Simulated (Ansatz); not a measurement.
GdZr, space group P-6m2, a convergence test of the plane-wave cutoff

Program: the Python package of Ansatz (0.2.0).

`ecut_gdzr.py`:
```python
"""Cutoff test for GdZr."""

import warnings

import ansatz as az
from tabulate import tabulate


def main() -> None:
    warnings.simplefilter("ignore", az.DeckWarning)

    xtal = (
        az.Lattice.from_parameters(3.393908, 3.393908, 5.446174, alpha=90, beta=90, gamma=120)
        .space_group(187)
        .atom("Gd", (2 / 3, 1 / 3, 0.5))
        .atom("Zr", (1 / 3, 2 / 3, 0.0))
        .moments(Gd=4.9)
    )

    model = (
        xtal.calculation()
        .functional(az.Functional.R2SCAN, dispersion="D4")
        .kpoints(10, 10, 6, center="gamma")
        .occupations("fermi_dirac", width=0.1)
        .spin("collinear")
        .stress()
    )

    rows = []
    for value in [250, 350, 450, 550]:
        summary = model.basis(value).run().report
        rows.append((value, summary["free_energy_ev"] / len(summary["lattice"]["sites"]), summary["n_iterations"], sum(summary["stress_gpa"][i][i] for i in range(3)) / 3, summary["magnetization_mub"], summary["n_pw"]))

    print(tabulate(rows, headers=["cutoff (eV)", "F/atom (eV)", "iterations", "P (GPa)", "moment (muB)", "plane waves"], floatfmt=".4f", tablefmt="simple"))

    # the last row is the reference
    for row in rows[:-1]:
        shift = 1000 * (row[1] - rows[-1][1])
        print(f"{row[0]}: {shift:+.2f} meV/atom" + ("  (within 2 meV)" if abs(shift) < 2 else ""))


if __name__ == "__main__":
    main()
```

```console
$ python ecut_gdzr.py
  cutoff (eV)    F/atom (eV)    iterations    P (GPa)    moment (muB)    plane waves
-------------  -------------  ------------  ---------  --------------  -------------
          250     -6769.1632            15     0.0323          7.3960            513
          350     -6770.5343            15     0.0753          7.4630            785
          450     -6770.5556            15     0.0410          7.4644           1165
          550     -6770.5592            15     0.0270          7.4645           1605
250: +1396.05 meV/atom
350: +24.88 meV/atom
450: +3.59 meV/atom
```

Open f shells: without a Hubbard U, without spin-orbit coupling; the state reached hangs on the start and needn't be the lowest. Dispersion corrections can be off by several per cent in the lattices of metals, and by several GPa in the pressure at a fixed cell. Pressure is positive in compression. r2SCAN tends to overestimate the moments of itinerant magnets. This cell is a computed structure, which may not be the phase found in nature. Shifts are counted from the last row, which is itself no proven limit. The script silences the warnings on its input, which a real study should read. Wall time of the script: 3.1 min on 1 thread of Arm Neoverse V1, on a shared host, peak memory 0.73 GiB.
